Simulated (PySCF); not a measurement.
# H8P2SSi2: the cost of one run

Computed with PySCF 2.14.0, with density-fitted response routines of our own, on a single molecule in the gas phase. Atoms count from 0, in the outputs and in this text.

### 1 The molecule as given

13 atoms, charge 0, multiplicity 1; geometry from: GFN2-xTB. The atoms were then displaced at random by about 0.01 Å, so the start is not that level's minimum.

Bonds of the start (Å): Si0–S1 2.15, S1–Si2 2.15, Si2–P3 2.25, Si2–P4 2.26, Si0–H5 1.47, Si0–H6 1.47, Si0–H7 1.43, Si2–H8 1.46, P3–H9 1.42, P3–H10 1.40, P4–H11 1.40, P4–H12 1.36.

### 2 Geometry optimisation at PBE0-D3(BJ)/def2-SVP

The job: settings as JSON, then the geometry in Å.

```
{"job": {"xc": "PBE0", "basis": "def2-SVP", "d3": "d3bj", "grid": 1, "shake": 0.01, "kind": "geom"}, "charge": 0, "multiplicity": 1}
Si    -1.874150    -1.292320    -0.491440
S     -0.570550    -0.185320    -1.800660
Si     0.962980     0.575300    -0.497050
P      0.465200     2.475040     0.604410
P      1.539830    -0.979990     1.038570
H     -3.053240    -1.476380    -1.350850
H     -2.176840    -0.419770     0.655600
H     -1.202510    -2.486340    -0.095680
H      2.026500     0.920240    -1.436850
H     -0.548450     1.873480     1.398640
H     -0.495250     2.884840    -0.328960
H      2.609700    -0.227490     1.534860
H      2.322600    -1.678170     0.175340
```

Command:

```
> OMP_NUM_THREADS=1 python probes_run.py task.json out
```

This one command runs all jobs of the session in turn.

**Question.** How long does this first job take on 1 thread of Intel Xeon at 2.70GHz, shared host, and how much memory does it need?

About 2.4 min, with a peak of 0.58 GiB.
